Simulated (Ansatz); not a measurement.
# ZrIn2S2: the cost of one run

Computed with Ansatz 0.2.0 (DFT PBE, scalar-relativistic, plane waves, PAW, unless a step's input says otherwise).

2 further runs of the same task are left out: 1 that didn't finish, 1 set aside as unsound or not needed. Runs told in other sessions of the task aren't counted.

### Step 1. Starting point

It takes space group P-3m1 (No. 164, trigonal). Conventional cell: a = 4.468 Å, b = 4.468 Å, c = 7.421 Å, α = 90.00°, β = 90.00°, γ = 120.00°. Around Zr (site symmetry -3m) lie 6 In at 3.19 Å. In (site symmetry 3m) is surrounded by 4 S at 2.72 to 2.82 Å. Around S (site symmetry 3m) lie 4 In at 2.72 to 2.82 Å.

Coordinates:

```cif
data_structure
_symmetry_space_group_name_H-M 'P 1'
_symmetry_Int_Tables_number 1
_cell_length_a 4.4685
_cell_length_b 4.4685
_cell_length_c 7.4209
_cell_angle_alpha 90.000
_cell_angle_beta 90.000
_cell_angle_gamma 120.000
_cell_volume 128.32
loop_
_atom_site_label
_atom_site_type_symbol
_atom_site_fract_x
_atom_site_fract_y
_atom_site_fract_z
_atom_site_occupancy
Zr1 Zr 0.00000 0.00000 0.00000 1
In1 In 0.33333 0.66667 0.25201 1
In2 In 0.66667 0.33333 0.74799 1
S1 S 0.33333 0.66667 0.63190 1
S2 S 0.66667 0.33333 0.36810 1
```

A structure generator made this guess: species swapped into a database cell of SrCd2Sb2 (P-3m1, No. 164), with Zr on the Sr sites, S on the Cd sites and In on the Sb sites. Its size is a rough estimate.

### Step 2. Probe: one point on a coarse mesh

File input.yaml:

```yaml
crystal:
  lattice:
    - [4.46847445, 0.0, 0.0]
    - [-2.23423723, 3.86981239, 0.0]
    - [0.0, 0.0, 7.4208719]
  atoms:
    - { symbol: Zr, position: [0.0, 0.0, 0.0] }
    - { symbol: In, position: [0.33333333, 0.66666667, 0.25200796] }
    - { symbol: In, position: [0.66666667, 0.33333333, 0.74799204] }
    - { symbol: S, position: [0.33333333, 0.66666667, 0.63190389] }
    - { symbol: S, position: [0.66666667, 0.33333333, 0.36809611] }
basis:
  ecutwfc: 420
kpoints:
  mp_grid: { grid: [6, 6, 4] }
hamiltonian:
  xc: pbe
scf:
  occupations: { method: gaussian, width: 0.1 }
  lower_state_search: "off"
output:
  forces: true
  stress: true
  eigenvalues: true
```

On the command line:

```console
ansatz run input.yaml --threads 1 --pin off --max-ram 2560MiB --backend cpu --events-out ev --progress --plain --runs-dir out
```

Q: Estimate wall time and peak memory on 1 thread of Arm Neoverse V2, shared host.

About 6 s, with a peak of 0.4 GiB.
